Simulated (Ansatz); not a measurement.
**Nb (bcc type): how the settings move a single-point run**

How sensitive is a single-point run of Nb (bcc type) to its settings? A reference run comes first, then one run with altered input.

Method: reference: DFT, r2SCAN, PAW with Ansatz's default frozen-core files, scalar-relativistic, in Ansatz 0.2.0.

## 1. The starting structure

The structure is cubic, space group Im-3m (No. 229). The conventional cell has a = 3.167 Å, b = 3.167 Å, c = 3.167 Å, α = 90.00°, β = 90.00°, γ = 90.00°. Nb (site symmetry m-3m) is surrounded by 8 Nb at 2.74 Å.

Structure file:

```
CELL_PARAMETERS angstrom
-1.58356 1.58356 1.58356
1.58356 -1.58356 1.58356
1.58356 1.58356 -1.58356
ATOMIC_POSITIONS crystal
Nb 0.00000 0.00000 0.00000
```

## 2. Baseline

Input file input.yaml:

```yaml
crystal:
  lattice:
    - [-1.5835564103, 1.5835564103, 1.5835564103]
    - [1.5835564103, -1.5835564103, 1.5835564103]
    - [1.5835564103, 1.5835564103, -1.5835564103]
  atoms:
    - { symbol: Nb, position: [0.0, 0.0, 0.0] }
kpoints:
  mp_grid: { grid: [18, 18, 18] }
scf:
  occupations: { method: fermi_dirac, width: 0.1 }
hamiltonian:
  xc: r2scan
  pseudopotentials: { kind: paw }
output:
  forces: true
  stress: true
  eigenvalues: true
  populations: true
```

Command:

```sh
> ansatz run input.yaml --threads 1 --pin off --max-ram 2048MiB --backend cpu --events-out ev --progress --plain --runs-dir out
```

## 3. Changing settings: mp_grid.shift [0.5, 0.5, 0.5], pseudopotentials.kind nc

input.yaml: that of step 2 with these lines changed.

```diff
@@ -8,3 +8,3 @@
 kpoints:
-  mp_grid: { grid: [18, 18, 18] }
+  mp_grid: { grid: [18, 18, 18], shift: [0.5, 0.5, 0.5] }
 scf:
@@ -13,3 +13,3 @@
   xc: r2scan
-  pseudopotentials: { kind: paw }
+  pseudopotentials: { kind: nc }
 output:
```

Q: Predict the outcome of this session. Wanted: for each run, ending; energy change; pressure; gap; force.

As calculated:

| run | ending | energy change | pressure (GPa) | gap (eV) | force (eV/Å) | cycles | time |
| --- | --- | --- | --- | --- | --- | --- | --- |
| reference | converged | - | 27.7 | 0.00 | 0.00 | 6 | 6.5 s |
| 1: mp_grid.shift [0.5, 0.5, 0.5], pseudopotentials.kind nc | converged | not comparable | 27.8 | 0.00 | 0.00 | 6 | 20 s |

Residual by cycle in the longest SCF loop of each run; runs are numbered as in the table. The quantity is the density residual dr2, in eV.

| cycle | reference | run 1 |
| --- | --- | --- |
| 1 | 0.0107 | 0.92 |
| 2 | 7.5e-4 | 0.0606 |
| 3 | 8.8e-5 | 0.00455 |
| 4 | 6.4e-7 | 3.5e-5 |
| 5 | 4.8e-8 | 8.9e-7 |
| 6 | 9.4e-10 | 2.9e-9 |

**Reading.** Total energies don't compare across a change of potentials; pressure, gap, moments and forces, where computed, barely move. Cost: 20 s against 6.5 s. The structure is not at rest: the sound run finds 28 GPa, so these are no properties of the relaxed crystal. 
